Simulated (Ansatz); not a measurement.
Crystal: AlAg3.

```
CELL_PARAMETERS angstrom
1.67678 -2.32271 0.00000
1.67678 2.32271 0.00000
0.00000 0.00000 8.98233
ATOMIC_POSITIONS crystal
Ag 0.50000 0.50000 0.23626
Ag 0.00000 0.00000 0.50000
Ag 0.50000 0.50000 0.76374
Al 0.00000 0.00000 0.00000
```

The cell comes from a database or a generator and needn't be the stable form of this composition.

| Item | Value |
| --- | --- |
| Program | Ansatz 0.2.0 |
| Task | single point |
| Functional | PBEsol |
| Potentials or basis | all-electron LAPW, scalar-relativistic |
| Cutoff | 245 eV (chosen from the basis error) |
| Basis error allowed | 0.001 eV/atom |
| k mesh | 10 × 10 × 3 |
| Occupations | fermi-dirac, width 0.05 eV |
| Spin | no spin polarisation |

On this cell: pressure -5.7 GPa; largest force 0.129 eV/Å; band gap on the k mesh none (metal or under the smearing width).

The same run follows on a disturbed copy (atoms moved at random, drawn with an rms of 0.05 Å):

```xyz
4
Lattice="1.6768 -2.3227 0.0000 1.6768 2.3227 0.0000 0.0000 0.0000 8.9823" Properties=species:S:1:pos:R:3 pbc="T T T"
Ag    1.6840   -0.0216    2.1385
Ag   -0.0171    0.0099    4.5038
Ag    1.6821    0.0207    6.8813
Al   -0.0120    0.0328    0.0156
```

What changes?

The energy (extrapolated to zero smearing) moves by +0.3 meV/atom; pressure -5.6 GPa; largest force 0.161 eV/Å; band gap on the k mesh none (metal or under the smearing width).

Forces in eV/Å, atoms in the order of the input:
```
Ag  -0.043 -0.022  0.120
Ag   0.038  0.001  0.021
Ag  -0.039  0.002 -0.156
Al   0.045  0.018  0.015
```

Stress tensor (GPa, compression positive):
```
-5.58  0.00  0.01
 0.00 -4.80 -0.08
 0.01 -0.08 -6.55
```
